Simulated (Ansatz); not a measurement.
Crystal: LaPd2.

```xyz
3
Lattice="-2.0039 2.0039 4.4717 2.0039 -2.0039 4.4717 2.0039 2.0039 -4.4717" Properties=species:S:1:pos:R:3 pbc="T T T"
La    0.0000    0.0000    0.0000
Pd    2.0039    0.0000    2.2359
Pd    0.0000    2.0039    2.2359
```

The cell comes from a database or a generator and needn't be the stable form of this composition.

| Quantity | Value |
| --- | --- |
| Program | Ansatz 0.2.0 |
| Task | single point |
| Functional | PBE |
| Potentials or basis | Ansatz PAW |
| Cutoff | 420 eV (not typed: the program's choice for these potentials) |
| k mesh | 9 × 9 × 9 |
| Occupations | fermi-dirac, width 0.05 eV |
| Spin | no spin polarisation |

On this cell: pressure -0.5 GPa; largest force under 0.003 eV/Å; band gap on the k mesh none (metal or under the smearing width).

The same run follows on a disturbed copy (atoms moved at random, drawn with an rms of 0.05 Å):

```xyz
3
Lattice="-2.0039 2.0039 4.4717 2.0039 -2.0039 4.4717 2.0039 2.0039 -4.4717" Properties=species:S:1:pos:R:3 pbc="T T T"
La   -0.0321   -0.0186    0.0385
Pd    1.9899    0.0033    2.1934
Pd    0.0098    2.0259    2.2437
```

What changes?

The energy (extrapolated to zero smearing) moves by +3.4 meV/atom; pressure -0.4 GPa; largest force 0.203 eV/Å; band gap on the k mesh none (metal or under the smearing width).

Forces in eV/Å, atoms in the order of the input:
```
La   0.048  0.052 -0.190
Pd   0.075  0.061  0.154
Pd  -0.123 -0.114  0.036
```

Stress tensor (GPa, compression positive):
```
-0.37  0.02  0.15
 0.02 -0.48 -0.16
 0.15 -0.16 -0.25
```
